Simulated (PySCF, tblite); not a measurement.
# C₆H₁₃Si radical: geometry, infrared bands and EPR parameters

What infrared bands and EPR parameters should C₆H₁₃Si radical (`C/C=[C]\[Si](C)(C)C`) show?

The runs use tblite 0.8.0 and PySCF 2.14.0, with density-fitted response routines of our own; the level of theory stands in each step. All values are computed, except where a source is named. Atoms count from 0, in the outputs and in this text.

### 1 Starting geometry

20 atoms, charge 0, multiplicity 2; geometry from: force field or distance geometry start.

Bonds of the start (Å): C0–C1 1.50, C1–C2 1.28, C2–Si3 1.91, Si3–C4 1.86, Si3–C5 1.88, Si3–C6 1.88, C0–H7 1.10, C0–H8 1.09, C0–H9 1.10, C1–H10 1.10, C4–H11 1.09, C4–H12 1.10, C4–H13 1.11, C5–H14 1.09, C5–H15 1.08, C5–H16 1.09, C6–H17 1.09, C6–H18 1.09, C6–H19 1.10.

### 2 Relaxing the molecule with GFN2-xTB

Job settings and geometry (Å):

```
{"job": {"kind": "relax", "xc": "GFN2-xTB", "basis": "xTB"}, "charge": 0, "multiplicity": 2}
C      3.295600     0.131400     0.497100
C      2.131400    -0.811600     0.468900
C      0.920600    -0.500100     0.177700
Si    -0.870800    -0.014300    -0.278800
C     -0.947100     1.806000    -0.667200
C     -1.435600    -1.014100    -1.762100
C     -1.997100    -0.383600     1.178700
H      3.734200     0.171600     1.503200
H      4.061700    -0.199500    -0.204900
H      2.978700     1.148200     0.227500
H      2.349900    -1.850300     0.738700
H     -0.627800     2.404400     0.183600
H     -1.971900     2.104800    -0.924400
H     -0.291400     2.043900    -1.524600
H     -1.399200    -2.077300    -1.544400
H     -0.789900    -0.813700    -2.609600
H     -2.456400    -0.749300    -2.029100
H     -1.692100     0.178000     2.064400
H     -3.032100    -0.115100     0.951300
H     -1.965900    -1.448900     1.442600
```

On the command line:

```console
> OMP_NUM_THREADS=1 python probes_run.py task.json out
```

One launch serves the whole session: the jobs run in the order shown.

**Question.** This job is followed by: GFN2-xTB harmonic vibrations, gas phase; UKS B3LYP, pcH-1 on C H Si, non-relativistic, mean-field spin-orbit, GIAO. What will the session give for the following? strongest single infrared mode (GFN2-xTB); zero-point energy (GFN2-xTB); g(iso) (B3LYP); ⟨S²⟩; largest a(iso) (averaged by class); surface potential, 1st and 99th percentile.

The runs gave:

| quantity | value |
| --- | --- |
| strongest single infrared mode (GFN2-xTB) | 866 cm⁻¹, 286 km/mol |
| zero-point energy (GFN2-xTB) | 104.9 kcal/mol |
| g(iso) (B3LYP) | 2.00220 |
| ⟨S²⟩ | 0.758 (exact 0.75) |
| largest a(iso) (averaged by class) | 13C on C2, 145.7 MHz |
| surface potential, 1st and 99th percentile | -0.74 V and 0.67 V |

What this shows: Over 79 steps the energy fell by 0.184 eV; of the close pairs, C2–Si3 changed most, 1.911 to 1.839 Å. No mode is imaginary among the 54: a minimum at this level. The strongest single mode, at 866 cm⁻¹, has its largest shares on Si3, H18, H16 and H12 (the list is cut at 4 atoms). GFN2-xTB is a fitted tight-binding method: band positions and strengths are rough. Its intensities can rank the bands wrongly. Most of the unpaired spin sits on C2 (0.99 e). The isotropic g lies 0.1 ppt below the free-electron value.
